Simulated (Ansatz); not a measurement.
**Te (bcc type): how the settings move a single-point run**

Aim: see which settings change the result for Te (bcc type), by how much, and at what cost.

Method: reference: DFT, PBEsol, all-electron LAPW, scalar-relativistic, in Ansatz 0.2.0.

## (1) The system as given

Symmetry: Im-3m, No. 229, cubic system. The conventional cell has a = 3.583 Å, b = 3.583 Å, c = 3.583 Å, α = 90.00°, β = 90.00°, γ = 90.00°. Te (site symmetry m-3m) is surrounded by 8 Te at 3.10 Å.

Structure file:

```cif
data_structure
_symmetry_space_group_name_H-M 'P 1'
_symmetry_Int_Tables_number 1
_cell_length_a 3.1030
_cell_length_b 3.1030
_cell_length_c 3.1030
_cell_angle_alpha 109.471
_cell_angle_beta 109.471
_cell_angle_gamma 109.471
_cell_volume 23.00
loop_
_atom_site_label
_atom_site_type_symbol
_atom_site_fract_x
_atom_site_fract_y
_atom_site_fract_z
_atom_site_occupancy
Te1 Te 0.00000 0.00000 0.00000 1
```

## (2) Baseline

Contents of input.yaml:

```yaml
crystal:
  lattice:
    - [-1.791538581, 1.791538581, 1.791538581]
    - [1.791538581, -1.791538581, 1.791538581]
    - [1.791538581, 1.791538581, -1.791538581]
  atoms:
    - { symbol: Te, position: [0.0, 0.0, 0.0] }
kpoints:
  mp_grid: { grid: [15, 15, 15] }
scf:
  occupations: { method: fermi_dirac, width: 0.05 }
hamiltonian:
  xc: pbesol
  pseudopotentials: { kind: all_electron, lapw: { basis_error: 0.001 } }
output:
  forces: true
  stress: true
  eigenvalues: true
  populations: true
```

Command:

```console
ansatz run input.yaml --threads 1 --pin off --max-ram 2048MiB --backend cpu --events-out ev --progress --plain --runs-dir out
```

## (3) Changing settings: occupations.method cold, occupations.width 0.025

Edit input.yaml of step 2 so:

```diff
@@ -10,3 +10,3 @@
 scf:
-  occupations: { method: fermi_dirac, width: 0.05 }
+  occupations: { method: cold, width: 0.025 }
 hamiltonian:
```

Q: Predict the outcome of this session. Wanted: for each run, ending; energy change; pressure; gap; force.

**Answer**, as computed:

| run | ending | energy change | pressure (GPa) | gap (eV) | force (eV/Å) | cycles | time |
| --- | --- | --- | --- | --- | --- | --- | --- |
| reference | converged | 0 | 15.4 | 0.00 | 0.00 | 7 | 9.6 s |
| 1: occupations.method cold, occupations.width 0.025 | converged | +1.1 meV/atom (σ→0) | 15.3 | 0.00 | 0.00 | 5 | 8.1 s |

Residual by cycle in the longest SCF loop of each run; runs are numbered as in the table. The quantity is the density residual dr2, in eV.

| cycle | reference | run 1 |
| --- | --- | --- |
| 1 | 0.00731 | 0.00739 |
| 2 | 0.00341 | 0.00192 |
| 3 | 5.2e-4 | 3.5e-5 |
| 4 | 7.7e-5 | 1.2e-6 |
| 5 | 1.1e-6 | 2.2e-9 |
| 6 | 1.1e-7 | - |
| 7 | 1.6e-8 | - |

Changing the smearing moves the energy by +1.1 meV/atom (σ→0 values). Cost: 5 SCF cycles against 7. Semilocal functionals close small gaps, and spin-orbit coupling, left out here, moves these band edges, so the missing gap need not be the real solid's. The structure is not at rest: the sound run finds 15 GPa, so these are no properties of the relaxed crystal. 
